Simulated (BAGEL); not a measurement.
# C3H10Si (trimethylsilane): HF/3-21G (density fitting with cc-pvqz-jkfit)

Aim: the vertical ionisation energy of C3H10Si (trimethylsilane) at HF/3-21G (density fitting with cc-pvqz-jkfit), from 2 runs. 

The calculation is run with BAGEL 1.2.2.

1 further run of the same task is left out (set aside as unsound or not needed).

**1. Starting point**

C3H10Si: 14 atoms, total charge 0, spin state singlet. SMILES: `C[SiH](C)C`. Geometry: relaxed at PBE0-D4/def2-TZVP.

Bond lengths: C1–Si2 1.874 Å, Si2–C3 1.874 Å, Si2–C4 1.874 Å, C1–H5 1.093 Å, C1–H6 1.093 Å, C1–H7 1.094 Å, Si2–H8 1.494 Å, C3–H9 1.094 Å, C3–H10 1.093 Å, C3–H11 1.093 Å, C4–H12 1.093 Å, C4–H13 1.094 Å, C4–H14 1.093 Å. Some angles: C1–Si2–C3 110.3°, C1–Si2–C4 110.3°, C3–Si2–C4 110.3°, C1–Si2–H8 108.6°, C3–Si2–H8 108.6°, C4–Si2–H8 108.6°, Si2–C1–H5 111.2°, Si2–C1–H6 111.1°, Si2–C1–H7 110.9°, Si2–C3–H9 110.9°.

**2. The energy at HF/3-21G (density fitting with cc-pvqz-jkfit)**

Contents of input.json:

```json
{ "bagel" : [

{
  "title" : "molecule",
  "basis" : "3-21g",
  "df_basis" : "cc-pvqz-jkfit",
  "angstrom" : true,
  "geometry" : [
    { "atom" : "C", "xyz" : [   -0.956800,    1.082600,   -1.038400 ] },
    { "atom" : "Si", "xyz" : [   -0.338800,   -0.014600,    0.348900 ] },
    { "atom" : "C", "xyz" : [    1.239400,    0.684100,    1.077800 ] },
    { "atom" : "C", "xyz" : [   -0.051300,   -1.756700,   -0.277600 ] },
    { "atom" : "H", "xyz" : [   -1.888100,    0.697200,   -1.460900 ] },
    { "atom" : "H", "xyz" : [   -1.145900,    2.098700,   -0.683100 ] },
    { "atom" : "H", "xyz" : [   -0.221600,    1.141300,   -1.845900 ] },
    { "atom" : "H", "xyz" : [   -1.379500,   -0.059300,    1.420400 ] },
    { "atom" : "H", "xyz" : [    2.029000,    0.733500,    0.322800 ] },
    { "atom" : "H", "xyz" : [    1.601800,    0.063500,    1.901200 ] },
    { "atom" : "H", "xyz" : [    1.081800,    1.694100,    1.464300 ] },
    { "atom" : "H", "xyz" : [   -0.968800,   -2.184000,   -0.689800 ] },
    { "atom" : "H", "xyz" : [    0.706900,   -1.767300,   -1.065700 ] },
    { "atom" : "H", "xyz" : [    0.291900,   -2.413100,    0.526000 ] }
  ]
},
{
  "title" : "hf"
},
{
  "title" : "print",
  "file" : "orbitals.molden",
  "orbitals" : true
}

]}
```

Run with:

```console
$ BAGEL_NUM_THREADS=1 BAGEL input.json > input.out
```

Standard output:

```text
* using 1 threads per process

  ===============================================================
  ===============================================================

  *** Geometry ***

  { "atom" : "C", "xyz" : [     -1.808090,      2.045818,     -1.962292 ] },
  { "atom" : "Si", "xyz" : [     -0.640239,     -0.027590,      0.659325 ] },
  { "atom" : "C", "xyz" : [      2.342127,      1.292762,      2.036747 ] },
  { "atom" : "C", "xyz" : [     -0.096943,     -3.319682,     -0.524588 ] },
  { "atom" : "H", "xyz" : [     -3.567992,      1.317517,     -2.760701 ] },
  { "atom" : "H", "xyz" : [     -2.165437,      3.965968,     -1.290872 ] },
  { "atom" : "H", "xyz" : [     -0.418763,      2.156744,     -3.488245 ] },
  { "atom" : "H", "xyz" : [     -2.606877,     -0.112061,      2.684167 ] },
  { "atom" : "H", "xyz" : [      3.834254,      1.386114,      0.610004 ] },
  { "atom" : "H", "xyz" : [      3.026963,      0.119998,      3.592747 ] },
  { "atom" : "H", "xyz" : [      2.044306,      3.201385,      2.767126 ] },
  { "atom" : "H", "xyz" : [     -1.830767,     -4.127162,     -1.303533 ] },
  { "atom" : "H", "xyz" : [      1.335847,     -3.339713,     -2.013881 ] },
  { "atom" : "H", "xyz" : [      0.551611,     -4.560098,      0.993996 ] },

  Number of auxiliary basis functions:      976

  Since a DF basis is specified, we compute 2- and 3-index integrals:
    o Being stored without compression. Storage requirement is 0.028 GB

  Number of basis functions:       60
  Number of electrons      :       42

    * METHOD: MOLECULE                             0.90

  *** RHF ***

  === Nuclear Repulsion ===
   175.3326318543

      * DIIS with orbital gradients will be used.

  === RHF iteration (3-21g) ===
      0       -406.11199155          0.01793387           0.13
      1       -406.19328840          0.00539751           0.12
      2       -406.20284483          0.00127722           0.12
      3       -406.20340492          0.00005376           0.12
      4       -406.20340860          0.00000795           0.11
      5       -406.20340866          0.00000237           0.11
      6       -406.20340867          0.00000059           0.16
      7       -406.20340867          0.00000006           0.13
      8       -406.20340867          0.00000002           0.13
      9       -406.20340867          0.00000000           0.13
    * SCF iteration converged.

    * Permanent dipole moment:
           (   -0.152229,    -0.006366,     0.156575) a.u.

    * METHOD: HF                                   1.54

    * METHOD: PRINT                                0.01

  ===============================================================
```

Wall time 3.3 s (1 thread of Intel Xeon 6975P-C (Granite Rapids), shared host); peak memory 0.15 GiB.

**3. The doublet cation, same level**

Contents of hf.json:

```json
{ "bagel": [

{
  "title": "molecule",
  "basis": "3-21g",
  "df_basis": "cc-pvqz-jkfit",
  "angstrom": true,
  "geometry": [
    { "atom": "C", "xyz": [   -0.956800,    1.082600,   -1.038400 ] },
    { "atom": "Si", "xyz": [   -0.338800,   -0.014600,    0.348900 ] },
    { "atom": "C", "xyz": [    1.239400,    0.684100,    1.077800 ] },
    { "atom": "C", "xyz": [   -0.051300,   -1.756700,   -0.277600 ] },
    { "atom": "H", "xyz": [   -1.888100,    0.697200,   -1.460900 ] },
    { "atom": "H", "xyz": [   -1.145900,    2.098700,   -0.683100 ] },
    { "atom": "H", "xyz": [   -0.221600,    1.141300,   -1.845900 ] },
    { "atom": "H", "xyz": [   -1.379500,   -0.059300,    1.420400 ] },
    { "atom": "H", "xyz": [    2.029000,    0.733500,    0.322800 ] },
    { "atom": "H", "xyz": [    1.601800,    0.063500,    1.901200 ] },
    { "atom": "H", "xyz": [    1.081800,    1.694100,    1.464300 ] },
    { "atom": "H", "xyz": [   -0.968800,   -2.184000,   -0.689800 ] },
    { "atom": "H", "xyz": [    0.706900,   -1.767300,   -1.065700 ] },
    { "atom": "H", "xyz": [    0.291900,   -2.413100,    0.526000 ] }
  ]
},
{ "title": "uhf", "charge": 1, "nopen": 1 },
{ "title": "print", "file": "orbitals.molden", "orbitals": true }

]}
```

Run with:

```console
$ BAGEL_NUM_THREADS=1 BAGEL hf.json > hf.out
```

Standard output:

```text
* using 1 threads per process

  ===============================================================
  ===============================================================

  *** Geometry ***

  { "atom" : "C", "xyz" : [     -1.808090,      2.045818,     -1.962292 ] },
  { "atom" : "Si", "xyz" : [     -0.640239,     -0.027590,      0.659325 ] },
  { "atom" : "C", "xyz" : [      2.342127,      1.292762,      2.036747 ] },
  { "atom" : "C", "xyz" : [     -0.096943,     -3.319682,     -0.524588 ] },
  { "atom" : "H", "xyz" : [     -3.567992,      1.317517,     -2.760701 ] },
  { "atom" : "H", "xyz" : [     -2.165437,      3.965968,     -1.290872 ] },
  { "atom" : "H", "xyz" : [     -0.418763,      2.156744,     -3.488245 ] },
  { "atom" : "H", "xyz" : [     -2.606877,     -0.112061,      2.684167 ] },
  { "atom" : "H", "xyz" : [      3.834254,      1.386114,      0.610004 ] },
  { "atom" : "H", "xyz" : [      3.026963,      0.119998,      3.592747 ] },
  { "atom" : "H", "xyz" : [      2.044306,      3.201385,      2.767126 ] },
  { "atom" : "H", "xyz" : [     -1.830767,     -4.127162,     -1.303533 ] },
  { "atom" : "H", "xyz" : [      1.335847,     -3.339713,     -2.013881 ] },
  { "atom" : "H", "xyz" : [      0.551611,     -4.560098,      0.993996 ] },

  Number of auxiliary basis functions:      976

  Since a DF basis is specified, we compute 2- and 3-index integrals:
    o Being stored without compression. Storage requirement is 0.028 GB

  Number of basis functions:       60
  Number of electrons      :       42

    * METHOD: MOLECULE                             0.95

  *** Open-shell HF ***

  === Nuclear Repulsion ===
   175.3326318543

      * DIIS with orbital gradients will be used.

  === UHF iteration (3-21g) ===
      0       -405.69748388          0.03214881           0.23
      1       -405.79465328          0.01056355           0.24
      2       -405.80724149          0.00481189           0.27
      3       -405.81006887          0.00175500           0.24
      4       -405.81149861          0.00077380           0.19
      5       -405.81181738          0.00012570           0.20
      6       -405.81183161          0.00004153           0.21
      7       -405.81183499          0.00001576           0.21
      8       -405.81183614          0.00000375           0.22
      9       -405.81183627          0.00000170           0.27
     10       -405.81183630          0.00000069           0.25
     11       -405.81183631          0.00000022           0.21
     12       -405.81183631          0.00000010           0.23
     13       -405.81183631          0.00000008           0.20
     14       -405.81183631          0.00000007           0.21
     15       -405.81183631          0.00000006           0.20
     16       -405.81183631          0.00000006           0.19
     17       -405.81183631          0.00000005           0.20
     18       -405.81183631          0.00000004           0.30
     19       -405.81183631          0.00000002           0.29
     20       -405.81183631          0.00000001           0.24
    * SCF iteration converged.

    * S^2 (UHF) is 0.7652

    * Permanent dipole moment:
           (    0.588545,     0.024902,    -0.604837) a.u.

    * METHOD: UHF                                  5.02

    * METHOD: PRINT                                0.01

  ===============================================================
```

Run time: 7.2 s. Hardware: 1 thread of Intel Xeon 6975P-C (Granite Rapids), shared host; peak memory 0.15 GiB.

**4. Results**

At HF/3-21G (density fitting with cc-pvqz-jkfit):

| quantity | value |
| --- | --- |
| singlet C3H10Si: total energy | -406.20341 Eh |
| singlet C3H10Si: dipole moment | 0.56 D |
| singlet C3H10Si: HOMO energy | -11.63 eV |
| singlet C3H10Si: LUMO energy | 6.25 eV |
| singlet C3H10Si: HOMO–LUMO gap | 17.88 eV |
| doublet cation: total energy | -405.81184 Eh |
| doublet cation: ⟨S²⟩ | 0.765 |
| vertical ionisation energy (to the doublet cation) | 10.655 eV |

The vertical ionisation energy comes to 10.66 eV (246 kcal/mol). −ε(HOMO) before ionisation, 11.63 eV, is 0.98 eV above this ionisation energy.
